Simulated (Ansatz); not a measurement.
# CH6AlGeSb: the cost of one run

Computed with Ansatz 0.2.0 through its Python package. Level of theory: PBE/def2-SVP.

## 1. Starting point

Bond lengths: C1–Sb2 2.104 Å, Sb2–Al3 2.685 Å, Sb2–Ge4 2.549 Å, Al3–Ge4 2.542 Å, C1–H5 1.112 Å, C1–H6 1.137 Å, C1–H7 1.147 Å, Al3–H8 1.558 Å, Ge4–H9 1.624 Å, Ge4–H10 1.492 Å. Angles (14 of 18 angles, heavy atoms first): C1–Sb2–Al3 90.6°, C1–Sb2–Ge4 93.5°, Al3–Sb2–Ge4 58.0°, Sb2–Al3–Ge4 58.3°, Sb2–Ge4–Al3 63.7°, Sb2–C1–H5 113.3°, Sb2–C1–H6 113.2°, Sb2–C1–H7 109.7°, Sb2–Al3–H8 151.9°, Ge4–Al3–H8 149.5°, Sb2–Ge4–H9 115.3°, Sb2–Ge4–H10 120.2°, Al3–Ge4–H9 110.1°, Al3–Ge4–H10 114.2°.

No structure file is read: the coordinates are typed or built in the script.

## 2. The script

File tae_ch6algesb.py:

```python
# -*- coding: utf-8 -*-
"""Atomisation energy of CH6AlGeSb at the given geometry."""

from collections import Counter

import ansatz as az

config = {
    "basis_set": "def2-SVP",
    "functional": "pbe",
}


def energy(molecule, charge=0, unpaired=0):
    calc = molecule.calculation().basis(gaussian=config["basis_set"]).functional(config["functional"])
    if charge:
        calc = calc.charge(charge)
    if unpaired:
        calc = calc.spin("collinear", total=unpaired)
    report = calc.run().report
    if report["published_state_doubts"]:
        print("  doubts:", report["published_state_doubts"])
    return report["free_energy_ev"]

GEOMETRY = """
C    -1.04410    0.92930   -1.06620
Sb    0.88510    0.13320   -1.33410
Al    0.26220   -1.96940    0.21490
Ge    1.38970    0.10170    1.16430
H    -1.83740    0.15160   -1.00750
H    -1.12290    1.61920   -0.16630
H    -1.31200    1.60220   -1.95610
H    -0.26680   -3.42120    0.41420
H     0.34570    0.92850    2.09390
H     2.78360   -0.12610    1.64590
"""

molecule = az.Crystal.molecule()
for line in GEOMETRY.strip().splitlines():
    symbol, *xyz = line.split()
    molecule = molecule.atom(symbol, [float(v) for v in xyz])

# unpaired electrons of the ground-state atoms
unpaired = {"C": 2, "Sb": 3, "Al": 1, "Ge": 2, "H": 1}
counts = Counter(site.symbol for site in molecule.cartesian_sites)
atom_energy = {s: energy(az.Crystal.molecule().atom(s, (0, 0, 0)), 0, unpaired[s]) for s in counts}
whole = energy(molecule, 0, 0)
for s, e in atom_energy.items():
    print(f"{s:2s} x{counts[s]}  {e:14.5f} eV")
print(f"CH6AlGeSb: {whole:.5f} eV")
split = sum(counts[s] * e for s, e in atom_energy.items()) - whole
print(f"atomisation energy (no zero-point term): {split:.3f} eV, {split / sum(counts.values()):.3f} eV an atom")
```

## 3. What the engine is handed

The engine receives this input (first run):

```yaml
crystal:
  periodic: [false, false, false]
  atoms:
    - { symbol: C, position_ang: [0.0, 0.0, 0.0] }
basis:
  gaussian:
    orbitals: def2-SVP
hamiltonian:
  xc: pbe
magnetization:
  spin_polarized: true
  initial_magnetization: 2.0
```

## 4. Launch

On the command line:

```sh
$ python tae_ch6algesb.py
```

What time and memory should one allow on 1 thread of Arm Neoverse V1, shared host?

About 6.8 s, with a peak of 0.23 GiB.
